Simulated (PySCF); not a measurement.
# WO₂Cl: doublet, from a trigonal pyramidal start

Aim: relax WO₂Cl as a doublet from a trigonal pyramidal start, check by its vibrations whether the end is a minimum, and collect its spectrum and constants.

Program: PySCF 2.14.0. Level of theory: PBE0, basis W def2-TZVP with ECP60, O def2-TZVP, Cl def2-TZVP, scalar-relativistic core potentials, no spin–orbit coupling, density fitting. These are calculated values, not measurements.

## 1. Where the work starts

4 atoms, charge 0, spin multiplicity 2.

Bond lengths: W1–O2 1.770 Å, W1–O3 1.770 Å, W1–Cl4 2.360 Å. Angles: O2–W1–O3 99.7°, O2–W1–Cl4 99.8°, O3–W1–Cl4 99.8°.

Z-matrix (Å, degrees; charge 0 multiplicity 2):
```
W
O  1 1.7700
O  1 1.7700 2 99.75
Cl 1 2.3601 2 99.75 3 -101.77
```

## 2. The SCF at the typed geometry

The steps below are one call of a driver around PySCF. For each, scf.py gives the equivalent set-up of the SCF; relaxations use the driver's own optimiser. After this first run the driver tries any further starts and a stability analysis.

Contents of scf.py:

```python
from pyscf import gto, scf, dft
mol = gto.M(atom='''
W      0.000000     0.000000     0.000000
O     -0.781400     1.353400     0.831000
O     -0.781400    -1.353400     0.831000
Cl     2.083800     0.000000     1.108000''',
    basis={'W': 'def2-TZVP', 'O': 'def2-TZVP', 'Cl': 'def2-TZVP'},
    ecp={'W': 'def2-TZVP'},
    charge=0, spin=1)
mf = dft.UKS(mol, xc='PBE0')
mf.grids.atom_grid = (50, 194)
aux = {'W': 'def2-universal-JKFIT', 'O': 'def2-universal-JKFIT', 'Cl': 'def2-universal-JKFIT'}
mf = mf.density_fit(auxbasis=aux)
mf.conv_tol = 1e-08
mf.diis_space = 10
mf.max_cycle = 60
mf.init_guess = 'minao'
mf.verbose = 4
mf.kernel()
```

Run with:

```sh
OMP_NUM_THREADS=4 python axn.py task.json out
```

The program printed:

```text
init E= -657.339286346727
[... the frontier-level lines of each cycle are left out ...]
cycle= 1 E= -676.795875603782  delta_E= -19.5  |g|= 1.34  |ddm|=  5.9
cycle= 2 E= -662.924385721283  delta_E= 13.9  |g|= 4.91  |ddm|=  4.2
cycle= 3 E= -677.536160090663  delta_E= -14.6  |g|= 0.328  |ddm|=  3.7
cycle= 4 E= -677.554544808857  delta_E= -0.0184  |g|= 0.258  |ddm|= 0.459
cycle= 5 E= -677.583170550946  delta_E= -0.0286  |g|= 0.0772  |ddm|= 0.22
cycle= 6 E= -677.585106118269  delta_E= -0.00194  |g|= 0.0491  |ddm|= 0.0546
cycle= 7 E= -677.586014078844  delta_E= -0.000908  |g|= 0.017  |ddm|= 0.0297
cycle= 8 E= -677.586166081919  delta_E= -0.000152  |g|= 0.00321  |ddm|= 0.0206
cycle= 9 E= -677.586177765508  delta_E= -1.17e-05  |g|= 0.00115  |ddm|= 0.00646
cycle= 10 E= -677.586183058116  delta_E= -5.29e-06  |g|= 0.000807  |ddm|= 0.0058
cycle= 11 E= -677.586185393892  delta_E= -2.34e-06  |g|= 0.00038  |ddm|= 0.00463
cycle= 12 E= -677.586185860591  delta_E= -4.67e-07  |g|= 8.75e-05  |ddm|= 0.00251
cycle= 13 E= -677.586185891358  delta_E= -3.08e-08  |g|= 4.78e-05  |ddm|= 0.000498
cycle= 14 E= -677.586185898258  delta_E= -6.9e-09  |g|= 2.25e-05  |ddm|= 0.000172
Extra cycle  E= -677.586185899703  delta_E= -1.44e-09  |g|= 1.95e-05  |ddm|= 7.51e-05
converged SCF energy = -677.586185899703  <S^2> = 0.75744007  2S+1 = 2.0074263
```

This step, with its further starts and checks, needed 34 s of wall time on 4 threads of Arm Neoverse N1, shared host.

Energies from each starting density:

| start | energy (Eh) |
| --- | --- |
| the minimal-basis guess | -677.586186 |
| a thermally smeared density | -677.586186 |
| a smeared PBE density | -677.586186 |

No lower solution of this spin turned up from the other starts or in the test of internal stability.

## 3. Trigonal pyramidal start, doublet: relaxation

The program finds Cs symmetry in the start, which this walk keeps.

Edit scf.py of step 2 so:

```diff
@@ -3,4 +3,4 @@
-W      0.000000     0.000000     0.000000
-O     -0.781400     1.353400     0.831000
-O     -0.781400    -1.353400     0.831000
-Cl     2.083800     0.000000     1.108000''',
+W     -0.190791     0.000000    -0.260369
+O     -0.972191     1.353400     0.570631
+O     -0.972191    -1.353400     0.570631
+Cl     1.893009     0.000000     0.847631''',
@@ -17 +16,0 @@
-mf.init_guess = 'minao'
```

The optimiser's trace:

| step | energy (Eh) | change (kJ/mol) | largest symmetric gradient (Eh/bohr) |
| --- | --- | --- | --- |
| 0 | -677.586186 | 0.00 | 0.14665 |
| 1 | -677.619506 | -87.48 | 0.04483 |
| 2 | -677.625279 | -102.64 | 0.03299 |
| 3 | -677.626996 | -107.15 | 0.01350 |
| 4 | -677.628167 | -110.22 | 0.00478 |
| 5 | -677.628398 | -110.83 | 0.00258 |
| 6 | -677.628450 | -110.96 | 0.00057 |
| 7 | -677.628453 | -110.97 | 0.00035 |
| 8 | -677.628453 | -110.97 | 0.00007 |

The walk took 50 s.

Geometry (Å) and forces (eV/Å) at some steps:

```
step 0
W   -0.191   0.000  -0.260  -2.365   0.000   7.541
O   -0.972   1.353   0.571   1.688  -2.640  -3.035
O   -0.972  -1.353   0.571   1.688   2.640  -3.035
Cl   1.893   0.000   0.848  -1.010   0.000  -1.471
step 1
W   -0.199   0.000  -0.079   2.304   0.002   0.297
O   -0.977   1.361   0.503  -1.037   1.080   0.139
O   -0.977  -1.361   0.503  -1.039  -1.082   0.140
Cl   1.911   0.000   0.802  -0.228   0.000  -0.575
step 4
W   -0.144   0.000   0.098  -0.089   0.002   0.246
O   -1.062   1.388   0.439   0.052  -0.066  -0.095
O   -1.062  -1.388   0.439   0.050   0.064  -0.094
Cl   2.026   0.000   0.753  -0.012   0.000  -0.057
step 8
W   -0.142   0.000   0.159   0.004   0.001  -0.001
O   -1.076   1.395   0.416  -0.001   0.000  -0.002
O   -1.076  -1.395   0.416  -0.002  -0.001  -0.002
Cl   2.052   0.000   0.737  -0.002   0.000   0.005
```

It settles in Cs symmetry, 111.0 kJ/mol below the start, after 8 steps: W–Cl 2.269 Å, W–O 1.699 Å (×2); Cl–W–O 119.6° (×2), O–W–O 110.4°.

## 4. Frequencies

On the finer grid the gradient is checked again; gradients at displacements of ±0.02 bohr then give force constants and infrared intensities.

Edit scf.py of step 3 so:

```diff
@@ -3,4 +3,4 @@
-W     -0.190791     0.000000    -0.260369
-O     -0.972191     1.353400     0.570631
-O     -0.972191    -1.353400     0.570631
-Cl     1.893009     0.000000     0.847631''',
+W     -0.186492     0.000000    -0.109864
+O     -1.121800     1.395420     0.142085
+O     -1.121800    -1.395420     0.142085
+Cl     2.009274     0.000000     0.463789''',
@@ -11 +11 @@
-mf.grids.atom_grid = (50, 194)
+mf.grids.atom_grid = (75, 302)
@@ -14 +14 @@
-mf.conv_tol = 1e-08
+mf.conv_tol = 1e-10
```

The driver hands on the density of the step before, so the log starts near convergence.

Log of the central SCF (cycles and frontier levels):

```text
init E= -677.628369799588
[... the frontier-level lines of each cycle are left out ...]
cycle= 1 E= -677.628369799323  delta_E= 2.64e-10  |g|= 2.8e-05  |ddm|= 1.82e-05
cycle= 2 E= -677.628369796682  delta_E= 2.64e-09  |g|= 8.74e-05  |ddm|= 5.42e-05
cycle= 3 E= -677.628369799628  delta_E= -2.95e-09  |g|= 1.92e-06  |ddm|= 4.08e-05
cycle= 4 E= -677.628369799634  delta_E= -6.14e-12  |g|= 4.46e-07  |ddm|= 1.71e-06
Extra cycle  E= -677.628369799634  delta_E= -4.55e-13  |g|= 7.68e-07  |ddm|= 1.24e-06
converged SCF energy = -677.628369799634  <S^2> = 0.75964328  2S+1 = 2.0096201
```

The whole step took 2.3 min.

Geometry: Cs; W–Cl 2.269 Å, W–O 1.699 Å (×2); Cl–W–O 119.7° (×2), O–W–O 110.5°.

Harmonic modes (main isotopes):

| symmetry | ω (cm⁻¹) | IR (km/mol) | type |
| --- | --- | --- | --- |
| a' | 98 | 17.2 | bend |
| a'' | 161 | 3.2 | bend |
| a' | 319 | 2.6 | bend |
| a' | 431 | 49.7 | mixed |
| a'' | 1007 | 192 | stretch |
| a' | 1059 | 83.8 | stretch |

Every mode is real; the point is a minimum.

Properties at this point:

```yaml
Dipole_moment: 2.36 D
Highest_occupied_level: -7.88 eV
Lowest_empty_level: -3.90 eV
Rotational_constants: 0.2504, 0.08505, 0.06599 cm⁻¹
Zero-point_energy: 18.4 kJ/mol
Principal_polarisabilities: 44.1, 51.6, 63.5 bohr³
Atomisation_energy_without_zero-point_energy: 1795 kJ/mol
Principal_traceless_quadrupole_moments_about_the_centre_of_mass: -4.24, -2.83, 7.07 D Å
Entropy_at_298.15_K_and_1_bar_electronic_part_spin_only: 329.6 J/(mol K)
Heat_capacity_Cp_at_298.15_K: 64.9 J/(mol K)
Enthalpy_at_298.15_K_above_0_K: 15.45 kJ/mol
Rotational_symmetry_number: 1
Spin_squared_⟨S²⟩: 0.760
```

Charges (e) and bond orders:

```
atom  Mulliken  Löwdin  polar tensor  spin (Mulliken)  Mayer order to W1
  W1      1.23    0.50          1.80             1.13                  –
O2,3     -0.45   -0.28         -0.67            -0.05               2.11
 Cl4     -0.32    0.06         -0.46            -0.02               1.08
```

Mulliken populations on W1 (outside its core potential): s 2.58, p 6.33, d 3.72, f 0.14.

## 5. What came out

| quantity | value |
| --- | --- |
| minimum | doublet, Cs |
| geometry | W–Cl 2.269 Å, W–O 1.699 Å (×2); Cl–W–O 119.7° (×2), O–W–O 110.5° |
| wavenumbers (cm⁻¹) | 98 (a'), 161 (a''), 319 (a'), 431 (a'), 1007 (a''), 1059 (a') |
| dipole moment | 2.36 D |
| highest occupied, lowest empty level (either spin) | -7.88, -3.90 eV |
| polar-tensor charge of W1 | +1.80 e |
| zero-point energy | 18.4 kJ/mol |
| entropy at 298.15 K | 329.6 J/(mol K) |
| atomisation energy (no zero-point energy) | 1795 kJ/mol |
| ⟨S²⟩ | 0.760 |

The trigonal pyramidal start keeps its Cs symmetry and ends in a minimum. The strongest infrared band lies at 1007 cm⁻¹ (a'', stretch). Most of the spin sits on W1 (Mulliken spin 1.13, against 1 for the whole molecule). Only this shape and spin were tried, so other structures or states may lie lower. One determinant may miss the lowest occupation of an open d or f shell. Spin–orbit coupling, left out here, can matter for elements this heavy.

The search up to here took 3.7 min.
